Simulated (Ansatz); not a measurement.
# CH8FNSi3: the cost of one run

Program: Ansatz 0.2.0. Level of theory: RKS PBE0/STO-3G. These are calculated values, not measurements.

### Step 1. Starting point

Bond lengths: F1–Si2 1.575 Å, Si2–Si3 2.188 Å, Si3–N4 1.757 Å, Si2–C5 1.976 Å, N4–C5 1.571 Å, C5–Si6 1.978 Å, Si2–H7 1.492 Å, Si3–H8 1.534 Å, Si3–H9 1.509 Å, N4–H10 0.994 Å, C5–H11 1.058 Å, Si6–H12 1.499 Å, Si6–H13 1.446 Å, Si6–H14 1.492 Å. Angles (14 of 27 angles, heavy atoms first): F1–Si2–Si3 115.6°, F1–Si2–C5 109.1°, Si3–Si2–C5 74.9°, Si2–Si3–N4 83.4°, Si3–N4–C5 99.2°, Si2–C5–N4 95.7°, Si2–C5–Si6 114.1°, N4–C5–Si6 117.2°, F1–Si2–H7 116.7°, Si3–Si2–H7 119.8°, C5–Si2–H7 112.5°, Si2–Si3–H8 121.4°, Si2–Si3–H9 120.9°, N4–Si3–H8 104.2°.

Coordinates:

```xyz
14

F    -2.4067    0.5778    0.1610
Si   -1.0565    1.3362   -0.1265
Si    0.4655    1.1845    1.4385
N     1.4291    0.4798    0.1494
C     0.2716    0.0483   -0.8217
Si   -0.3160   -1.8393   -0.7440
H    -1.1445    2.5710   -0.9593
H     1.2753    2.4080    1.8877
H     0.3533    0.1478    2.5294
H     1.9819   -0.2699    0.4961
H     0.5062    0.2797   -1.8273
H    -0.6989   -2.1991    0.6602
H     0.7862   -2.6873   -1.1389
H    -1.4595   -2.0667   -1.6757
```

### Step 2. End point A

Input file input.yaml:

```yaml
crystal:
  periodic: [false, false, false]
  atoms:
    - { symbol: F, position_ang: [-2.4067, 0.5778, 0.161] }
    - { symbol: Si, position_ang: [-1.0565, 1.3362, -0.1265] }
    - { symbol: Si, position_ang: [0.4655, 1.1845, 1.4385] }
    - { symbol: "N", position_ang: [1.4291, 0.4798, 0.1494] }
    - { symbol: C, position_ang: [0.2716, 0.0483, -0.8217] }
    - { symbol: Si, position_ang: [-0.316, -1.8393, -0.744] }
    - { symbol: H, position_ang: [-1.1445, 2.571, -0.9593] }
    - { symbol: H, position_ang: [1.2753, 2.408, 1.8877] }
    - { symbol: H, position_ang: [0.3533, 0.1478, 2.5294] }
    - { symbol: H, position_ang: [1.9819, -0.2699, 0.4961] }
    - { symbol: H, position_ang: [0.5062, 0.2797, -1.8273] }
    - { symbol: H, position_ang: [-0.6989, -2.1991, 0.6602] }
    - { symbol: H, position_ang: [0.7862, -2.6873, -1.1389] }
    - { symbol: H, position_ang: [-1.4595, -2.0667, -1.6757] }
basis:
  gaussian: { orbitals: STO-3G }
hamiltonian:
  xc: pbe0
relax:
  f_tol: 0.02
  max_steps: 50
```

On the command line:

```bash
$ ansatz run input.yaml --threads 1 --pin off --max-ram 2048MiB --backend cpu --events-out ev --progress --plain --runs-dir out
```

Q: Estimate wall time and peak memory on 1 thread of Intel Xeon Platinum 8259CL at 2.50GHz (Skylake/Cascade Lake), shared host.

About 51 s, with a peak of 0.17 GiB.
